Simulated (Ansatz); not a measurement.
# GeHf: the cost of one run

The runs use Ansatz 0.2.0, Gaussian basis; the settings change from run to run.

25 further runs of the same task are left out: 11 for a known fault of the program, 3 that didn't finish, 11 set aside as unsound or not needed.

## (1) The geometry

The geometry is a PBE0/def2-TZVP stationary point (not a proven minimum) of the parent state, kept for this charge and spin. No spin-orbit coupling is included. Elements past krypton take def2 core potentials. The filled d shell of Ge may be among the frozen orbitals whatever the setting's name suggests; the logs give the count.

2 atoms, charge 1, spin multiplicity 2.

Atoms are counted from 1 here; the program's logs count them from 0.

Bond lengths: Hf1–Ge2 2.460 Å.

## (2) BCCD(T)/def2-SVP

in.yaml

```yaml
crystal:
  periodic: [false, false, false]
  atoms:
    - {symbol: Hf, position_ang: [0.000000, 0.000000, 0.000000]}
    - {symbol: Ge, position_ang: [0.000000, 0.000000, 2.460290]}
basis:
  gaussian: {orbitals: def2-SVP}
total_charge: 1
magnetization: {spin_polarized: false, initial_magnetization: 1}
hamiltonian: {xc: {name: r2SCAN}}
correlation: {method: bccd_t, electrons: outside_noble_gas}
output: {forces: true}
```

On the command line:

```
> ansatz run in.yaml --threads 1 --pin off --events-out ev --progress --plain --max-ram 2393MiB
```

**Question.** How long does this run take on 1 thread of Intel Xeon 6975P-C, shared host, and how much memory does it need?

About 48 s, with a peak of 0.31 GiB.
